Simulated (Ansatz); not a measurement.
# EuZn2Ga2 (I4/mmm): the equilibrium volume, part 2 of 2

At what volume is EuZn2Ga2 (I4/mmm) free of pressure?

Ansatz 0.2.0; DFT PBEsol, scalar-relativistic, plane waves, PAW.

### 3 Full relaxation

File input.yaml:

```yaml
crystal:
  lattice:
    - [-2.13297648, 2.13297648, 5.38365905]
    - [2.13297648, -2.13297648, 5.38365905]
    - [2.13297648, 2.13297648, -5.38365905]
  atoms:
    - { symbol: Eu, position: [0.0, 0.0, 0.0], spin: 7.38 }
    - { symbol: Ga, position: [0.75, 0.25, 0.5] }
    - { symbol: Ga, position: [0.25, 0.75, 0.5] }
    - { symbol: Zn, position: [0.61449935, 0.61449935, 0.0] }
    - { symbol: Zn, position: [0.38550065, 0.38550065, 0.0] }
basis:
  ecutwfc: 420
kpoints:
  mp_grid: { grid: [10, 10, 10] }
hamiltonian:
  xc: pbesol
scf:
  occupations: { method: gaussian, width: 0.05 }
  lower_state_search: "off"
output:
  forces: true
  stress: true
  eigenvalues: true
  populations: true
  hubbard: { sites: [{ species: Eu, l: f }] }
  write_density: true
  write_potential: true
  elf: true
  volumetric_format: npy
magnetization:
  spin_polarized: true
relax:
  adjacent_minimum: "off"
  f_tol: 0.005
  max_steps: 80
  cell: { stress_tol: 0.05 }
```

Launch:

```console
$ ansatz run input.yaml --threads 8 --pin off --max-ram 14336MiB --backend cpu --events-out ev --progress --plain --runs-dir out
```

Log:

```text
Warning: RAYON_NUM_THREADS=8 ignored (pool sized by the plan → 8); use --threads N
Eu: projections on atomic orbitals take those of the free atom [Kr 4d10] 4f7 5s2 5p6 5d0 6s2, of charge +0.00 (hamiltonian.pseudopotentials.projection_atoms); the dataset's partial waves leave at most 1.0e-3 of an orbital's norm unspanned inside its sphere
Engine: ansatz 0.2.0, aarch64-unknown-linux-gnu
Pseudopotentials: kind: paw
Pseudopotential: Eu, paw, valence charge 17, recommended cutoff 420 eV (normal), Eu.paw.azcp
Pseudopotential: Ga, paw, valence charge 13, recommended cutoff 420 eV (normal), Ga.paw.azcp
Pseudopotential: Zn, paw, valence charge 12, recommended cutoff 420 eV (normal), Zn.paw.azcp
Functional definition: PBEsol
  exchange = pbesol_x
  correlation = pbesol_c
Crystal: 5 atoms, lattice volume = 97.974 Å³
Basis set: ecut = 420 eV, 1945 PW (Γ), exchange–correlation on 90×90×90 points (8 copies of the dense FFT grid, shifted against one another)
Bands: 45, of which v1, the nominal top of the filled ones, is band 34 counted from 1 (33 counted from 0)
Symmetry: 16 space group operations
Space group: I4/mmm (ITA 139), of the structure as read, at distance tolerance 4.6e-5 Å
Magnetic group: BNS 139.531 (UNI 1191), of the structure as read, at distance tolerance 4.6e-5 Å
k-points: 102 of 1000
Non-local potential: Eu, projectors of the file, l = 0: 3, l = 1: 2, l = 2: 2, l = 3: 3
Non-local potential: Ga, projectors of the file, l = 0: 2, l = 1: 2, l = 2: 3, l = 3: 1
Non-local potential: Zn, projectors of the file, l = 0: 2, l = 1: 2, l = 2: 3, l = 3: 1
PAW form: soft (Blöchl's): semilocal exchange-correlation on the pseudo side does not see the compensation charge
PAW frozen core: Eu, regenerated for the run's functional, and the local potential with it (the file was generated under x = pbe(κ = 0.804, μ = 0.2195149727645171), c = pbe(β = 0.06672455060314922))
PAW frozen core: Ga, regenerated for the run's functional, and the local potential with it (the file was generated under x = pbe(κ = 0.804, μ = 0.2195149727645171), c = pbe(β = 0.06672455060314922))
PAW frozen core: Zn, regenerated for the run's functional, and the local potential with it (the file was generated under x = pbe(κ = 0.804, μ = 0.2195149727645171), c = pbe(β = 0.06672455060314922))
PAW one-centre angular grid: Eu, 590 points (default); XC on 64 Gauss nodes
PAW one-centre angular grid: Ga, 590 points (default); XC on 64 Gauss nodes
PAW one-centre angular grid: Zn, 590 points (default); XC on 64 Gauss nodes
Initial density: superposition of atomic densities (chi_scale 0.1, normalization cell)
Starting moments: Σ|m| = 7.38 μB on 1 of 5 sites
Initial wavefunctions: pseudopotential atomic-orbital guess
Functional: x = pbesol(κ = 0.804, μ = 0.12345679012345678), c = pbesol(β = 0.046)
SCF iter   1: F=—  HF=-22713.555149 eV  |F-HF|=—  |Δ(HF+E_count)|=         —  Δρ=2.00e-1 (↑2.00e-1 ↓1.50e-1)  dr2=6.12e0  dr2_m=2.68e1  M=7.566 μB ∫|m|=7.638 μB  β_m=1.00  ethr=3.10e-3  ⟨swp⟩=6.8  Hψ=39275  notcnv=0
preconditioner: auto → Kerker (q_TF=auto, 2.561 Å⁻¹)  [metal: Δε(μ)=0.011 eV  Ē_g=11.357 eV  σ=0.050 eV  W_gap=0.12  n_scr=32 (ndim 8)  ℏωp=30.2 eV  f_vac=0.000  D(μ)=1.91/eV (n_scr^D=10)]
spin=Collinear: Kerker preconditioning applied to the charge; magnetization (m = ρ↑ − ρ↓) channel mixes plain (no charge-response kernel on spin).
SCF iter   2: F=—  HF=-22706.711950 eV  |F-HF|=—  |Δ(HF+E_count)|=    6.84e0  Δρ=2.61e-2 (↑2.61e-2 ↓1.92e-2)  dr2=7.65e-1  dr2_m=3.26e-1  M=7.133 μB ∫|m|=7.244 μB  β_m=1.00  ethr=3.10e-3  ⟨swp⟩=3.1  Hψ=24242  notcnv=0  defer=563
SCF iter   3: F=—  HF=-22709.855760 eV  |F-HF|=—  |Δ(HF+E_count)|=    3.14e0  Δρ=8.46e-3 (↑8.46e-3 ↓8.12e-3)  dr2=2.80e-1  dr2_m=4.94e-3  M=6.989 μB ∫|m|=7.097 μB  β_m=0.30  ethr=1.14e-3  ⟨swp⟩=2.5  Hψ=16156  notcnv=0  defer=555
SCF iter   4: F=—  HF=-22712.329848 eV  |F-HF|=—  |Δ(HF+E_count)|=    2.47e0  Δρ=2.74e-2 (↑2.74e-2 ↓5.10e-3)  dr2=6.26e-1  dr2_m=2.07e-1  M=6.681 μB ∫|m|=6.801 μB  β_m=0.30  ethr=4.18e-4  ⟨swp⟩=3.4  Hψ=18850  notcnv=0  defer=555
SCF iter   5: F=—  HF=-22713.522034 eV  |F-HF|=—  |Δ(HF+E_count)|=    1.19e0  Δρ=9.09e-3 (↑9.09e-3 ↓4.08e-3)  dr2=8.36e-2  dr2_m=2.36e-2  M=6.820 μB ∫|m|=6.922 μB  β_m=1.00  ethr=4.18e-4  ⟨swp⟩=2.1  Hψ=15556  notcnv=0  defer=543
SCF iter   6: F=—  HF=-22714.245654 eV  |F-HF|=—  |Δ(HF+E_count)|=   7.24e-1  Δρ=6.77e-3 (↑6.77e-3 ↓2.93e-3)  dr2=2.31e-2  dr2_m=1.64e-2  M=6.912 μB ∫|m|=7.004 μB  β_m=1.00  ethr=1.25e-4  ⟨swp⟩=2.0  Hψ=17273  notcnv=0  defer=544
SCF iter   7: F=—  HF=-22714.497781 eV  |F-HF|=—  |Δ(HF+E_count)|=   2.52e-1  Δρ=9.89e-3 (↑9.89e-3 ↓1.60e-3)  dr2=1.09e-1  dr2_m=1.77e-2  M=6.963 μB ∫|m|=7.048 μB  β_m=1.00  ethr=3.45e-5  ⟨swp⟩=2.0  Hψ=17237  notcnv=0  defer=544
SCF iter   8: F=—  HF=-22714.627367 eV  |F-HF|=—  |Δ(HF+E_count)|=   1.30e-1  Δρ=7.22e-3 (↑7.22e-3 ↓1.61e-3)  dr2=6.38e-2  dr2_m=9.03e-3  M=6.940 μB ∫|m|=7.024 μB  β_m=1.00  ethr=3.45e-5  ⟨swp⟩=2.5  Hψ=17508  notcnv=0  defer=544
SCF iter   9: F=—  HF=-22714.676317 eV  |F-HF|=—  |Δ(HF+E_count)|=   4.89e-2  Δρ=2.66e-3 (↑2.66e-3 ↓9.97e-4)  dr2=9.96e-3  dr2_m=1.18e-3  M=6.899 μB ∫|m|=6.987 μB  β_m=0.30  ethr=3.45e-5  ⟨swp⟩=2.4  Hψ=18467  notcnv=0  defer=541
Mixer restart at iter 9: flushing history
spin-set hold released at iteration 9 (site moments contracting): the magnetisation degrees of freedom join the quasi-Newton model from the next iteration; the mixer history was flushed
SCF iter  10: F=—  HF=-22714.693763 eV  |F-HF|=—  |Δ(HF+E_count)|=   1.74e-2  Δρ=3.42e-3 (↑3.42e-3 ↓8.60e-4)  dr2=7.64e-3  dr2_m=3.92e-3  M=6.848 μB ∫|m|=6.939 μB  β_m=0.34  ethr=1.49e-5  ⟨swp⟩=2.3  Hψ=13891  notcnv=0  defer=541
SCF iter  11: F=—  HF=-22714.704790 eV  |F-HF|=—  |Δ(HF+E_count)|=   1.10e-2  Δρ=5.55e-3 (↑5.55e-3 ↓7.85e-4)  dr2=3.68e-2  dr2_m=5.74e-3  M=6.927 μB ∫|m|=7.012 μB  β_m=0.11  ethr=1.14e-5  ⟨swp⟩=2.3  Hψ=14427  notcnv=0  defer=541  recentre
SCF iter  12: F=—  HF=-22714.702550 eV  |F-HF|=—  |Δ(HF+E_count)|=   2.24e-3  Δρ=1.21e-3 (↑1.21e-3 ↓6.74e-4)  dr2=4.14e-4  dr2_m=7.70e-4  M=6.866 μB ∫|m|=6.957 μB  β_m=0.44  ethr=1.14e-5  ⟨swp⟩=2.3  Hψ=15312  notcnv=0  defer=540
SCF iter  13: F=—  HF=-22714.710483 eV  |F-HF|=—  |Δ(HF+E_count)|=   7.93e-3  Δρ=1.51e-3 (↑1.51e-3 ↓1.10e-4)  dr2=2.04e-3  dr2_m=5.65e-4  M=6.859 μB ∫|m|=6.951 μB  β_m=0.72  ethr=6.17e-7  ⟨swp⟩=2.0  Hψ=17036  notcnv=0  defer=540
SCF iter  14: F=—  HF=-22714.710380 eV  |F-HF|=—  |Δ(HF+E_count)|=   1.04e-4  Δρ=2.98e-4 (↑2.98e-4 ↓3.46e-5)  dr2=1.17e-4  dr2_m=1.60e-5  M=6.868 μB ∫|m|=6.959 μB  β_m=0.66  ethr=6.17e-7  ⟨swp⟩=2.0  Hψ=13139  notcnv=0  defer=540
SCF iter  15: F=—  HF=-22714.710374 eV  |F-HF|=—  |Δ(HF+E_count)|=   5.99e-6  Δρ=2.75e-5 (↑2.75e-5 ↓1.17e-5)  dr2=4.68e-7  dr2_m=2.23e-7  M=6.871 μB ∫|m|=6.963 μB  β_m=0.83  ethr=1.75e-7  ⟨swp⟩=1.0  Hψ=8645  notcnv=0  defer=540
SCF iter  16: F=—  HF=-22714.710365 eV  |F-HF|=—  |Δ(HF+E_count)|=   8.93e-6  Δρ=1.86e-5 (↑1.86e-5 ↓8.38e-6)  dr2=4.25e-7  dr2_m=5.83e-8  M=6.871 μB ∫|m|=6.963 μB  β_m=0.73  ethr=6.98e-10  ⟨swp⟩=2.1  Hψ=15775  notcnv=0  defer=542
iter 17 did not close the SCF: its close was put off until two iterations running show no level that it waits for move by more than its bar (scf_convergence_deferred on its scf_iter line)
SCF iter  17: F=-22714.710365 eV  HF=-22714.710365 eV  |F-HF|=4.76e-8  |Δ(HF+E_count)|=   8.80e-8  Δρ=5.33e-6 (↑5.33e-6 ↓4.45e-6)  dr2=5.69e-8  dr2_m=3.36e-9  M=6.871 μB ∫|m|=6.963 μB  β_m=0.76  ethr=1.49e-10  ⟨swp⟩=14.5  Hψ=72069  notcnv=0
iter 18 did not close the SCF: its close was put off until two iterations running show no level that it waits for move by more than its bar (scf_convergence_deferred on its scf_iter line)
SCF iter  18: F=-22714.710365 eV  HF=-22714.710365 eV  |F-HF|=1.24e-8  |Δ(HF+E_count)|=   4.99e-9  Δρ=3.48e-6 (↑3.48e-6 ↓7.88e-7)  dr2=1.38e-8  dr2_m=2.51e-9  M=6.871 μB ∫|m|=6.963 μB  β_m=0.79  ethr=8.50e-11  ⟨swp⟩=6.9  Hψ=58603  notcnv=0
SCF iter  19: F=-22714.710365 eV  HF=-22714.710365 eV  |F-HF|=4.58e-9  |Δ(HF+E_count)|=  5.42e-10  Δρ=1.89e-6 (↑1.89e-6 ↓4.50e-7)  dr2=4.80e-9  dr2_m=7.05e-10  M=6.871 μB ∫|m|=6.963 μB  ethr=2.06e-11  ⟨swp⟩=6.2  Hψ=52230  notcnv=0
SCF 1 converged in 19 iterations: F = -22714.710365 eV  dr2 = 4.80e-9
relax step   1: F+E_penalty+E_count = -22714.71036483 eV  Δ(F+E_penalty+E_count) = +0.000e0 eV  max|allowed force component| = 8.933e-2 eV/Å  Δτ_max = 0.0000 Å  P = -2.980 GPa  Ω = 97.974 Å³  (19 SCF iters, dr2 threshold 1.00e-7 eV, accepted)
[... 21 lines left out ...]
relax step   2: F+E_penalty+E_count = -22714.75833754 eV  Δ(F+E_penalty+E_count) = -4.797e-2 eV  max|allowed force component| = 5.201e-2 eV/Å  Δτ_max = 0.0121 Å  P = -0.478 GPa  Ω = 93.892 Å³  energy of the carried Pulay correction = +1.797e-3 eV  (11 SCF iters, dr2 threshold 5.00e-7 eV, accepted)
[... 13 lines left out ...]
relax step   3: F+E_penalty+E_count = -22714.76008515 eV  Δ(F+E_penalty+E_count) = -1.748e-3 eV  max|allowed force component| = 4.549e-3 eV/Å  Δτ_max = 0.0032 Å  P = +0.029 GPa  Ω = 93.189 Å³  energy of the carried Pulay correction = +2.114e-3 eV  (8 SCF iters, dr2 threshold 5.00e-7 eV, accepted)
[... 12 lines left out ...]
relax step   4: F+E_penalty+E_count = -22714.76012606 eV  Δ(F+E_penalty+E_count) = -4.091e-5 eV  max|allowed force component| = 2.803e-3 eV/Å  Δτ_max = 0.0003 Å  P = +0.001 GPa  Ω = 93.232 Å³  energy of the carried Pulay correction = +2.095e-3 eV  (7 SCF iters, dr2 threshold 1.47e-8 eV, accepted)
[... 15 lines left out ...]
relax step   5: F+E_penalty+E_count = -22714.75798233 eV  Δ(F+E_penalty+E_count) = +2.144e-3 eV  max|allowed force component| = 2.900e-3 eV/Å  Δτ_max = 0.0000 Å  P = +0.001 GPa  Ω = 93.232 Å³  stress off target by 1.24e-2 GPa  SCF on the basis re-selected at this cell (its energy is not comparable with the rows above)  (10 SCF iters)
basis re-selected at this cell: Δ(F+E_penalty+E_count) = +2.144e-3 eV, ΔP = +0.000 GPa vs the last step (what re-selecting the basis moved, of the pressure what is left beyond the Pulay correction that the steps carried, after the strain that the cell walked since its last selection, with what the two solves' SCF thresholds leave and, on support functions, any second-order correction that the steps lacked; it is no measure of the basis error at this ecutwfc). This SCF's stress stands 1.24e-2 GPa from its target on what of the cell is left free (relax.cell.stress_tol is 5.00e-2 GPa) and its largest allowed force component is 2.90e-3 eV/Å (relax.f_tol is 5.00e-3 eV/Å): within both
SCF converged after 10 iterations
Magnetization: 6.8590 μB (36.9295 up, 30.0705 down)
Absolute magnetization: 6.9475 μB (∫|ρ↑−ρ↓|, with the PAW one-centre terms)
Spin contamination: 0.0758 ħ² per cell (⟨S²⟩ above its minimum at these occupations)
Per-site moments (μB) at R_I (Å): [(6.679937558129443, 1.31813091321515), (-0.006635630023272236, 1.0518722327421564), (-0.006635630023272295, 1.0518722327421564), (-0.0031880878152483003, 0.9928936577934561), (-0.003188087815248587, 0.9928936577934561)]
Free energy (F): -22714.757982 eV
Harris-Foulkes:  -22714.757982 eV  (|F-HF|=4.00e-11)
Internal energy: -22714.754474 eV  (E = F + TS)
E sigma→0 (E₀):  -22714.756228 eV
Entropy (-TS):   -0.003508 eV (-0.702 meV/atom)
Fermi energy:    11.457339 eV
--- Per-component energies (eV) ---
  E_band       = 90.146004
  E_kinetic    = 853.398758
  E_local      = -8472.575761  (includes V_loc(G=0)·N_el)
  E_nonlocal   = 2532.628253
  E_hartree    = 3707.479214
  E_xc         = -591.888585
  E_vxc        = -433.107766  (∫ρ·V_xc dr)
  E_paw        = -13747.432204  (= ΣΔE_a)
  E_vpaw       = -1805.154695  (= ΣTr[D̂ρ^β])
  E_aug_tail   = -0.000970  (compensation charges beyond the density's cutoff)
  E_ewald      = -7000.270676
  E_core_change = 3.907497  (= ΣΔE_core)
  E_smearing   = -0.003508  (= −TS)
  E_closure    = -0.000000  (closes the sum)
  Σ components = -22714.757982   (vs F -22714.757982, Δ=0.00e0)
--- Forces (eV/Å), atoms counted from 1 ---
  atom   1  Eu     0.00000000     0.00000000     0.00000000
  atom   2  Ga     0.00000000     0.00000000     0.00000000
  atom   3  Ga     0.00000000     0.00000000     0.00000000
  atom   4  Zn    -0.00000000     0.00000000     0.00289979
  atom   5  Zn     0.00000000    -0.00000000    -0.00289979
  max |Σ_I F_I| component: 6.94e-18 eV/Å
--- Stress (GPa, compression-positive) ---
        0.007779       0.000000       0.000000
        0.000000       0.007779       0.000000
        0.000000       0.000000      -0.012440
  P = ⅓ Tr σ = 0.0010 GPa (0.010 kbar)
--- Band table (eV; the first three rows and the last of 204) ---
  k-point 0 ↑: bands = ["-29.5914", "-8.3925", "-8.2643", "-8.2643", "-3.3546", "-3.3292", "-3.2083", "-3.2016", "-3.2016", "-3.1006", "-3.1006", "-3.0909", "-3.0480", "-2.9770", "1.3336", "3.8414", "4.0346", "4.0346", "4.0460", "4.0482", "4.2075", "4.2868", "4.2868", "4.3185", "4.3998", "7.6561", "7.8872", "9.9556", "9.9556", "9.9818", "11.1515", "11.1515", "11.2126", "11.2126", "11.2189", "11.2308", "11.4112", "11.6050", "14.2264", "14.2264", "14.2646", "15.3120", "15.9472", "16.5161", "16.5161"]
[... 3 lines left out ...]
--- Relaxed structure (4 steps of the walk, 4 accepted, 1 SCFs on fresh bases) ---
  F+E_penalty+E_count = -22714.75798233 eV   max|allowed force component| = 2.900e-3 eV/Å   (the final SCF, on the basis selected at the relaxed cell)
  cell:  # Å, volume = 93.2316 Å³
    - [-2.093154455659829, 2.093154455659829, 5.319862477325984]
    - [2.093154455659829, -2.093154455659829, 5.319862477325984]
    - [2.093154455659829, 2.093154455659829, -5.319862477325984]
  atoms:
    - { symbol: Eu, position: [6.343709383545265e-20, 6.343709383545261e-20, -1.8905111513750845e-35] }
    - { symbol: Ga, position: [0.75, 0.25, 0.5] }
    - { symbol: Ga, position: [0.25, 0.75, 0.5] }
    - { symbol: Zn, position: [0.6131145277835273, 0.6131145277835273, -3.34849781632585e-35] }
    - { symbol: Zn, position: [0.3868854722164728, 0.3868854722164728, -3.272533097072664e-35] }
--- Löwdin populations: 5 sites ---
  site symbol       q [e]    m [muB]
     0     Eu     17.4305     6.9048
     1     Ga     13.8248    -0.0134
     2     Ga     13.8248    -0.0134
     3     Zn     10.7621    -0.0114
     4     Zn     10.7621    -0.0114
  spilling = 0.005906 (of n_electrons = 67.000000)
--- Occupation matrices: 1 shell (Löwdin-built; ε = 2.00e-2, provisional) ---
  Eu0 f_4F: site group D4h (4/mmm)
  Eu0 f_4F up     Tr n = 6.7361  λ = 0.942 0.949 0.949 0.961 0.967 0.983 0.983  [7× z3 0.14 Eu(0.57)]
  Eu0 f_4F dn     Tr n = 0.0339  λ = 0.003 0.003 0.004 0.006 0.006 0.006 0.006  [7× z3 0.14 Eu(0.57)]
  Tr n, λ and their labels are of the run-group-symmetrised matrices; stabiliser: 16 of 32 elements of G0×{1,Θ} (closed), max defect 2.7e-15 at τ = 4.2e-3
```

It took 52 s on 8 threads of Arm Neoverse V2, shared host; peak memory 1.1 GiB.

Step by step:

```csv
step,energy from step 1 (meV/atom),largest force component (eV/Å),pressure (GPa),volume (Å³/atom)
1,0.0,0.089,-2.98,19.595
2,-9.6,0.052,-0.48,18.778
3,-9.9,0.005,0.03,18.638
4,-10.0,0.003,0.00,18.646
5,-9.5,0.003,0.00,18.646
```

Step 1 is the start. Step 5 repeats the geometry before it on a plane-wave basis chosen anew for the final cell, which shifts the energy by +0.4 meV/atom.

Result: volume 18.646 Å³/atom, pressure 0.00 GPa, metallic, spin moments in the atoms' spheres Eu 6.68 μB.

### 4 The cell, before and after

The cell before and after:

| cell as typed | before | after | change |
| --- | --- | --- | --- |
| a (Å) | 6.171 | 6.088 | -1.3 % |
| b (Å) | 6.171 | 6.088 | -1.3 % |
| c (Å) | 6.171 | 6.088 | -1.3 % |
| α (°) | 139.56 | 139.78 | +0.22° |
| β (°) | 139.56 | 139.78 | +0.22° |
| γ (°) | 58.52 | 58.19 | -0.34° |
| volume (Å³/atom) | 19.595 | 18.646 | -4.8 % |
| shortest distance (Å) | 2.466 | 2.407 | -2.4 % |
| space group | I4/mmm | I4/mmm | same |

### 5 Results

The summary covers parts 1 to 2. Changes of volume or cell count from the first structure of part 1.

```
               quantity                                                                       value
                 volume                                                              18.646 Å³/atom
               pressure                                                                    0.00 GPa
      conventional cell  a = 4.186 Å, b = 4.186 Å, c = 10.640 Å, α = 90.00°, β = 90.00°, γ = 90.00°
        gap on the mesh                                                                none (metal)
spin moments in spheres                                                                  Eu 6.68 μB
```

From the first run shown, the volume went from 19.59 to 18.65 Å³/atom (-4.8 %) in 2 runs, where the pressure is zero within 0.01 GPa. No U acts on the 4f shell, so its levels can lie too near the Fermi level. Spin–orbit coupling is left out, though the cell holds Eu; it splits the 4f levels.
